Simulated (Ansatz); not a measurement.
## GaGe under changes of volume

One of the cells (24.335 Å³/atom); the others are scaled copies at fixed shape and fractional positions:

```
Ge Ga
1.0
     0.00000    2.89784    2.89784
     2.89784    0.00000    2.89784
     2.89784    2.89784    0.00000
Ge Ga
1 1
Direct
  0.00000 0.00000 0.00000
  0.25000 0.25000 0.25000
```

The cell comes from a database or a generator and needn't be the stable form of this composition.

| Item | Value |
| --- | --- |
| Program | Ansatz 0.2.0 |
| Functional | PBE |
| Potentials or basis | PseudoDojo standard (PBE files) |
| Cutoff | 1088 eV |
| Density cutoff | 4354 eV |
| k mesh | 8 × 8 × 8 |
| Occupations | fermi-dirac, width 0.05 eV |
| Spin | no spin polarisation |

| volume (Å³/atom) | energy over the lowest point (meV/atom) | pressure (GPa) |
| --- | --- | --- |
| 22.875 | ? | ? |
| 23.361 | 8.57 | 2.6 |
| 23.848 | 2.57 | 1.4 |
| 24.335 | 0.00 | 0.3 |
| 24.821 | 0.49 | -0.6 |
| 25.308 | 3.69 | -1.5 |
| 25.795 | 9.32 | -2.2 |

Task: What does the run at 22.875 Å³/atom give?

Result: Energy over the lowest point 18.42 meV/atom; pressure 3.9 GPa.

Worked out: A Birch-Murnaghan fit of order 3 (a polynomial in V^(-2/3)) to the other rows has its minimum at 24.49 Å³/atom with B0 = V·E''(V) = 49 GPa and B' = 4.8. It gives 18.41 meV/atom at 22.875 Å³/atom, against the run's 18.42, and -dE/dV = 3.9 GPa, against 3.9.

Energies are extrapolated to zero smearing.
